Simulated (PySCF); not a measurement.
# C2H8BN (aminodimethylborane): the cost of one run

Computed with PySCF 2.14.0, with density-fitted response routines of our own, on a single molecule, in the gas phase or a continuum. Atoms count from 0, in the outputs and in this text.

## (1) Starting geometry

12 atoms, charge 0, multiplicity 1; geometry from: GFN2-xTB. The atoms were then displaced at random by about 0.01 Å, so the start is not that level's minimum.

Bonds of the start (Å): C0–B1 1.62, B1–C2 1.60, B1–N3 1.39, C0–H4 1.06, C0–H5 1.07, C0–H6 1.10, C2–H7 1.09, C2–H8 1.08, C2–H9 1.07, N3–H10 1.04, N3–H11 0.99.

## (2) Relaxing the molecule at PBE0-D3(BJ)/def2-TZVP

The job: settings as JSON, then the geometry in Å.

```
{"job": {"xc": "PBE0", "basis": "def2-TZVP", "d3": "d3bj", "grid": 2, "shake": 0.01, "kind": "geom"}, "charge": 0, "multiplicity": 1}
C      1.477420    -0.367870     0.205310
B     -0.038860     0.182450     0.043830
C     -1.270310    -0.831220    -0.073610
N     -0.241050     1.551620    -0.011690
H      1.546070    -1.042040     1.024210
H      1.762530    -0.885570    -0.689470
H      2.189490     0.453770     0.356900
H     -1.233450    -1.538630     0.749960
H     -2.221520    -0.329490    -0.048970
H     -1.184880    -1.416250    -0.970700
H     -1.200510     1.947090    -0.104470
H      0.454750     2.247860     0.053800
```

On the command line:

```bash
$ OMP_NUM_THREADS=2 python probes_run.py task.json out
```

The driver reads the jobs from task.json and runs them one after another.

Q: Estimate the wall time and peak memory of this first job on 2 threads of AMD EPYC 9B45, shared host.

About 43 s, with a peak of 0.83 GiB.
